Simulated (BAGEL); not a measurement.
# ROHF/6-31G(d) (density fitting with qzvpp-jkfit, spherical functions) run of CH4NOSi (SMILES NC(=O)[SiH2])

Aim: the vertical doublet–quartet gap of CH4NOSi at ROHF/6-31G* (density fitting with qzvpp-jkfit, spherical functions), from 2 runs. 

The calculation is run with BAGEL 1.2.2.

2 further runs of the same task are left out: 2 that didn't finish. Runs told in other sessions of the task aren't counted.

**1. The system as given**

CH4NOSi: 8 atoms, total charge 0, spin state doublet. As SMILES, `NC(=O)[SiH2]`. The coordinates come from a GFN2-xTB relaxation.

Bond lengths: N1–C2 1.362 Å, C2–O3 1.223 Å, C2–Si4 1.871 Å, N1–H5 1.007 Å, N1–H6 1.003 Å, Si4–H7 1.456 Å, Si4–H8 1.445 Å. Angles: N1–C2–O3 121.4°, N1–C2–Si4 118.0°, O3–C2–Si4 120.5°, C2–N1–H5 119.0°, C2–N1–H6 122.2°, C2–Si4–H7 117.2°, C2–Si4–H8 116.2°, H5–N1–H6 118.8°, H7–Si4–H8 119.4°.

**2. The energy at ROHF/6-31G(d) (density fitting with qzvpp-jkfit, spherical functions)**

Input file input.json:

```json
{ "bagel" : [

{
  "title" : "molecule",
  "basis" : "6-31gs.json",
  "df_basis" : "qzvpp-jkfit",
  "angstrom" : true,
  "geometry" : [
    { "atom" : "N", "xyz" : [       0.095860,       1.353970,      -0.170390 ] },
    { "atom" : "C", "xyz" : [       0.637640,       0.115570,      -0.001580 ] },
    { "atom" : "O", "xyz" : [       1.846940,      -0.062770,      -0.045320 ] },
    { "atom" : "Si", "xyz" : [      -0.521540,      -1.310360,       0.349820 ] },
    { "atom" : "H", "xyz" : [       0.709190,       2.139400,      -0.316880 ] },
    { "atom" : "H", "xyz" : [      -0.892290,       1.517610,      -0.111050 ] },
    { "atom" : "H", "xyz" : [      -1.928160,      -1.119270,       0.024240 ] },
    { "atom" : "H", "xyz" : [       0.052360,      -2.634160,       0.271160 ] }
  ]
},

{
  "title" : "rohf",
  "nopen" : 1
},

{
  "title" : "print",
  "file" : "orbitals.molden",
  "orbitals" : true
}

]}
```

The basis set 6-31G* is read from a file made from the Basis Set Exchange's data (not shown).

Run with:

```bash
$ BAGEL_NUM_THREADS=1 BAGEL input.json > input.out
```

What it wrote:

```text
* using 1 threads per process

  ===============================================================
  ===============================================================

  *** Geometry ***

  { "atom" : "N", "xyz" : [      0.181149,      2.558632,     -0.321990 ] },
  { "atom" : "C", "xyz" : [      1.204965,      0.218396,     -0.002986 ] },
  { "atom" : "O", "xyz" : [      3.490211,     -0.118618,     -0.085642 ] },
  { "atom" : "Si", "xyz" : [     -0.985568,     -2.476222,      0.661064 ] },
  { "atom" : "H", "xyz" : [      1.340175,      4.042880,     -0.598816 ] },
  { "atom" : "H", "xyz" : [     -1.686184,      2.867867,     -0.209854 ] },
  { "atom" : "H", "xyz" : [     -3.643694,     -2.115114,      0.045807 ] },
  { "atom" : "H", "xyz" : [      0.098946,     -4.977841,      0.512418 ] },

  Number of auxiliary basis functions:      429

  Since a DF basis is specified, we compute 2- and 3-index integrals:
    o Being stored without compression. Storage requirement is 0.016 GB

  Number of basis functions:       68
  Number of electrons      :       39

    * METHOD: MOLECULE                             0.18

  *** Open-shell HF ***

  === Nuclear Repulsion ===
   150.5619718426

      * DIIS with orbital gradients will be used.

  === ROHF iteration (6-31gs.json) ===
      0       -458.05887298          0.05109395           0.08
      1       -458.22509288          0.03957239           0.08
      2       -458.29679355          0.02867595           0.08
      3       -458.36775004          0.00292155           0.08
      4       -458.36972789          0.00143844           0.08
      5       -458.37061703          0.00061322           0.08
      6       -458.37089255          0.00027432           0.08
      7       -458.37097161          0.00013659           0.07
      8       -458.37099393          0.00004353           0.08
      9       -458.37100688          0.00001835           0.08
     10       -458.37100927          0.00000798           0.08
     11       -458.37101059          0.00000393           0.08
     12       -458.37101076          0.00000180           0.08
     13       -458.37101089          0.00000087           0.08
     14       -458.37101090          0.00000040           0.08
     15       -458.37101092          0.00000021           0.08
     16       -458.37101093          0.00000010           0.08
     17       -458.37101094          0.00000006           0.08
     18       -458.37101094          0.00000003           0.08
     19       -458.37101094          0.00000001           0.08
     20       -458.37101094          0.00000001           0.08
    * SCF iteration converged.

    * S^2 (ROHF) is 0.7500

    * Permanent dipole moment:
           (    1.419746,    -0.539404,     0.136447) a.u.

    * METHOD: ROHF                                 1.78

    * METHOD: PRINT                                0.01

  ===============================================================
```

Run time: 2.1 s. Hardware: 1 thread of Arm Neoverse V1, shared host; peak memory 0.089 GiB.

**3. The quartet, same level**

Input file input.json:

```json
{ "bagel" : [

{
  "title" : "molecule",
  "basis" : "6-31gs.json",
  "df_basis" : "qzvpp-jkfit",
  "angstrom" : true,
  "geometry" : [
    { "atom" : "N", "xyz" : [    0.095860,    1.353970,   -0.170390 ] },
    { "atom" : "C", "xyz" : [    0.637640,    0.115570,   -0.001580 ] },
    { "atom" : "O", "xyz" : [    1.846940,   -0.062770,   -0.045320 ] },
    { "atom" : "Si", "xyz" : [   -0.521540,   -1.310360,    0.349820 ] },
    { "atom" : "H", "xyz" : [    0.709190,    2.139400,   -0.316880 ] },
    { "atom" : "H", "xyz" : [   -0.892290,    1.517610,   -0.111050 ] },
    { "atom" : "H", "xyz" : [   -1.928160,   -1.119270,    0.024240 ] },
    { "atom" : "H", "xyz" : [    0.052360,   -2.634160,    0.271160 ] }
  ]
},
{
  "title" : "rohf",
  "nopen" : 3
},
{
  "title" : "print",
  "file" : "orbitals.molden",
  "orbitals" : true
}

]}
```

The basis set 6-31G* is read from a file made from the Basis Set Exchange's data (not shown).

Run with:

```bash
$ BAGEL_NUM_THREADS=1 BAGEL input.json > input.out
```

What it wrote:

```text
* using 1 threads per process

  ===============================================================
  ===============================================================

  *** Geometry ***

  { "atom" : "N", "xyz" : [      0.181149,      2.558632,     -0.321990 ] },
  { "atom" : "C", "xyz" : [      1.204965,      0.218396,     -0.002986 ] },
  { "atom" : "O", "xyz" : [      3.490211,     -0.118618,     -0.085642 ] },
  { "atom" : "Si", "xyz" : [     -0.985568,     -2.476222,      0.661064 ] },
  { "atom" : "H", "xyz" : [      1.340175,      4.042880,     -0.598816 ] },
  { "atom" : "H", "xyz" : [     -1.686184,      2.867867,     -0.209854 ] },
  { "atom" : "H", "xyz" : [     -3.643694,     -2.115114,      0.045807 ] },
  { "atom" : "H", "xyz" : [      0.098946,     -4.977841,      0.512418 ] },

  Number of auxiliary basis functions:      429

  Since a DF basis is specified, we compute 2- and 3-index integrals:
    o Being stored without compression. Storage requirement is 0.016 GB

  Number of basis functions:       68
  Number of electrons      :       39

    * METHOD: MOLECULE                             0.18

  *** Open-shell HF ***

  === Nuclear Repulsion ===
   150.5619718426

      * DIIS with orbital gradients will be used.

  === ROHF iteration (6-31gs.json) ===
      0       -457.89641562          0.04664626           0.08
      1       -458.05801907          0.03634605           0.08
      2       -458.12640365          0.02553175           0.08
      3       -458.19534357          0.00524439           0.08
      4       -458.20432579          0.00357336           0.08
      5       -458.21250622          0.00184610           0.08
      6       -458.21541917          0.00063666           0.08
      7       -458.21632983          0.00037787           0.08
      8       -458.21638254          0.00026287           0.08
      9       -458.21646518          0.00013136           0.08
     10       -458.21648882          0.00006525           0.08
     11       -458.21650565          0.00002868           0.08
     12       -458.21650922          0.00002039           0.08
     13       -458.21651075          0.00001562           0.08
     14       -458.21650939          0.00001418           0.08
     15       -458.21650952          0.00001234           0.08
     16       -458.21651024          0.00000701           0.08
     17       -458.21651044          0.00000414           0.08
     18       -458.21651052          0.00000233           0.08
     19       -458.21651054          0.00000120           0.08
     20       -458.21651054          0.00000055           0.08
     21       -458.21651051          0.00000029           0.08
     22       -458.21651049          0.00000015           0.08
     23       -458.21651048          0.00000007           0.08
     24       -458.21651047          0.00000004           0.08
     25       -458.21651047          0.00000002           0.08
     26       -458.21651047          0.00000002           0.08
     27       -458.21651047          0.00000001           0.08
    * SCF iteration converged.

    * S^2 (ROHF) is 3.7500

    * Permanent dipole moment:
           (    0.476880,    -0.579831,     0.326544) a.u.

    * METHOD: ROHF                                 2.36

    * METHOD: PRINT                                0.01

  ===============================================================
```

Wall time 2.7 s (1 thread of Arm Neoverse V1, shared host); peak memory 0.089 GiB.

**4. Results**

At ROHF/6-31G* (density fitting with qzvpp-jkfit, spherical functions):

```
                                        quantity          value
                           doublet: total energy  -458.37101 Eh
                          doublet: dipole moment         3.88 D
                                   doublet: ⟨S²⟩          0.750
                           quartet: total energy  -458.21651 Eh
                          quartet: dipole moment         2.08 D
                                   quartet: ⟨S²⟩          3.750
vertical energy of the quartet above the doublet       4.204 eV
```

What this shows: At this shape the quartet lies 4.20 eV (406 kJ/mol) above the doublet.
